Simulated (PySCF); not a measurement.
**ICl: spin, charge, geometry and surroundings**

One physical setting of the base script is moved in each run, with the edits that it forces.

Computed with PySCF 2.14.0. Level: each script names its method and basis.

4 further runs of the same task are left out: 1 for a known fault of the program, 3 that didn't finish.

## Step 1: The system as given

ICl: 2 atoms, charge 0, spin multiplicity 1.

Bond lengths: I1–Cl2 2.280 Å.

## Step 2: Base script

Contents of input.py:

```python
from pyscf import gto, dft

mol = gto.M(
    atom='I 0 0 0; Cl 0 0 2.28',
    basis='lanl2dz',
    ecp={'I': 'lanl2dz', 'Cl': 'lanl2dz'},
    charge=0,
    spin=0,
    verbose=4,
)
mf = dft.UKS(mol, xc='b3lyp')
mf.kernel()
mf.mulliken_pop()
mf.dip_moment()
print('orbital energies (hartree):', [e[max(0, n-3):n+3].round(4) for e, n in zip(mf.mo_energy, mol.nelec)])
```

The run is started by

```bash
> python input.py
```

Its log is not repeated here.

Base result: E(SCF) = -26.298364 Eh, 8 cycles, μ = 1.68 D.

The bond length is a typed value, not an optimised one.

## Step 3: Charge +1 (doublet)

Variant 1 changes charge: 0 → 1; spin (2S): 0 → 1.

Contents of input.py:

```python
from pyscf import gto, dft

mol = gto.M(
    atom='I 0 0 0; Cl 0 0 2.28',
    basis='lanl2dz',
    ecp={'I': 'lanl2dz', 'Cl': 'lanl2dz'},
    charge=1,
    spin=1,
    verbose=4,
)
mf = dft.UKS(mol, xc='b3lyp')
mf.kernel()
mf.mulliken_pop()
mf.dip_moment()
print('orbital energies (hartree):', [e[max(0, n-3):n+3].round(4) for e, n in zip(mf.mo_energy, mol.nelec)])
```

The run is started by

```bash
> python input.py
```

## Step 4: Quintet

Variant 2 changes spin (2S): 0 → 4.

Changes to input.py since step 2:

```diff
@@ -7,3 +7,3 @@
     charge=0,
-    spin=0,
+    spin=4,
     verbose=4,
```

## Step 5: Electric field 0.01 a.u.

Variant 3 changes electric field: none → 0.01 a.u.

Changes to input.py since step 2:

```diff
@@ -11,2 +11,7 @@
 mf = dft.UKS(mol, xc='b3lyp')
+field = 0.01  # electric field along z, atomic units
+h = mf.get_hcore() + field*mol.intor('int1e_r')[2]
+mf.get_hcore = lambda *args: h
+e_nuc = mol.energy_nuc() - field*mol.atom_charges() @ mol.atom_coords()[:, 2]
+mf.energy_nuc = lambda *args: e_nuc
 mf.kernel()
```

## Step 6: Electric field 0.001 a.u.

Variant 4 changes electric field: none → 0.001 a.u.

Changes to input.py since step 2:

```diff
@@ -11,2 +11,7 @@
 mf = dft.UKS(mol, xc='b3lyp')
+field = 0.001  # electric field along z, atomic units
+h = mf.get_hcore() + field*mol.intor('int1e_r')[2]
+mf.get_hcore = lambda *args: h
+e_nuc = mol.energy_nuc() - field*mol.atom_charges() @ mol.atom_coords()[:, 2]
+mf.energy_nuc = lambda *args: e_nuc
 mf.kernel()
```

Before running it: what results should come out? Wanted: for each run, E(SCF); from base; gap, α spin; SCF dipole.

The runs gave:

```
                      run  E(SCF) (hartree)  from base (eV)  cycles  gap, α spin (eV)  SCF dipole (D)
                     base        -26.298364               0       8              3.92            1.68
      charge +1 (doublet)        -25.911319        +10.5320      11              3.91             n/a
                  quintet        -25.662793        +17.2947      11              1.11            0.27
 electric field 0.01 a.u.        -26.294045         +0.1175       8              3.90            0.51
electric field 0.001 a.u.        -26.297725         +0.0174       8              3.92            1.56
```

Of the runs whose energies can be compared, “quintet” moves the SCF energy most (+17.295 eV). At the SCF level, going to the doublet with one electron fewer costs 10.53 eV at fixed geometry, against 7.72 eV for the negative of the highest filled level. The quintet solution found lies 17.29 eV above the base singlet at this geometry and level.
